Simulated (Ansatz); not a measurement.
## LaMg14Mo, space group P-6m2: the D3 and D4 dispersion energy, step by step

Program: Ansatz 0.2.0 through its Python package.

Run as a notebook:

In [1]:
```python
import ansatz as az
import numpy as np
```

In [2]:
```python
VECTORS = np.array([
    [6.49368, 0.0, 0.0],
    [-3.24684, 5.62369, 0.0],
    [0.0, 0.0, 10.17146],
])
SITES = [
    ("La", [0.0, 0.0, 0.0]),
    ("Mg", [0.01257, 0.50628, 0.0]),
    ("Mg", [0.99716, 0.49858, 0.5]),
    ("Mg", [0.49372, 0.98743, 0.0]),
    ("Mg", [0.50142, 0.00284, 0.5]),
    ("Mg", [0.49372, 0.50628, 0.0]),
    ("Mg", [0.50142, 0.49858, 0.5]),
    ("Mg", [0.16508, 0.83492, 0.26662]),
    ("Mg", [0.16508, 0.83492, 0.73338]),
    ("Mg", [0.16508, 0.33017, 0.26662]),
    ("Mg", [0.16508, 0.33017, 0.73338]),
    ("Mg", [0.66983, 0.83492, 0.26662]),
    ("Mg", [0.66983, 0.83492, 0.73338]),
    ("Mg", [2 / 3, 1 / 3, 0.24219]),
    ("Mg", [2 / 3, 1 / 3, 0.75781]),
    ("Mo", [0.0, 0.0, 0.5]),
]


def on_lattice(cell):
    crystal = az.Crystal(lattice=az.Lattice.of(cell))
    for symbol, position in SITES:
        crystal = crystal.atom(symbol, position)
    return crystal
```

In [3]:
```python
atoms = [(site[0], site[1]) for site in SITES]
print("dispersion energy and pressure at linear scale factors", (0.97, 1.0, 1.03, 1.06))
for functional in (az.Functional.HSE06, az.Functional.PBESOL):
    for method in ("d3bj", "d4"):
        damping = az.dispersion_damping(method=method, xc=functional)
        line = []
        for scale in (0.97, 1.0, 1.03, 1.06):
            term = az.pairwise_dispersion(vectors=(VECTORS * scale).tolist(), atoms=atoms, damping=damping, periodic=(True, True, True))
            line.append(f"{term.energy_ev / len(atoms):.4f} eV/atom, {np.trace(term.stress_gpa) / 3:.2f} GPa")
        print(functional.value, method, "|", " | ".join(line))
print("charges of the D4 model in the last cell:", np.round(term.partial_charges_e, 3))
```
```text
dispersion energy and pressure at linear scale factors (0.97, 1.0, 1.03, 1.06)
hse06 d3bj | -0.4441 eV/atom, -3.50 GPa | -0.4038 eV/atom, -2.89 GPa | -0.3684 eV/atom, -2.39 GPa | -0.3497 eV/atom, -2.06 GPa
hse06 d4 | -0.1083 eV/atom, -0.82 GPa | -0.1205 eV/atom, 31.46 GPa | -0.1636 eV/atom, -1.01 GPa | -0.1504 eV/atom, -0.84 GPa
pbesol d3bj | -0.3263 eV/atom, -2.56 GPa | -0.2968 eV/atom, -2.13 GPa | -0.2706 eV/atom, -1.79 GPa | -0.2564 eV/atom, -1.55 GPa
pbesol d4 | -0.0667 eV/atom, -0.50 GPa | -0.0740 eV/atom, 19.18 GPa | -0.1003 eV/atom, -0.64 GPa | -0.0920 eV/atom, -0.54 GPa
charges of the D4 model in the last cell: [ 0.098 -0.017  0.022 -0.017  0.022 -0.017  0.022  0.005  0.005  0.005
  0.005  0.005  0.005  0.022  0.022 -0.19 ]
```

The structure comes from a database and needn't be a stable phase.
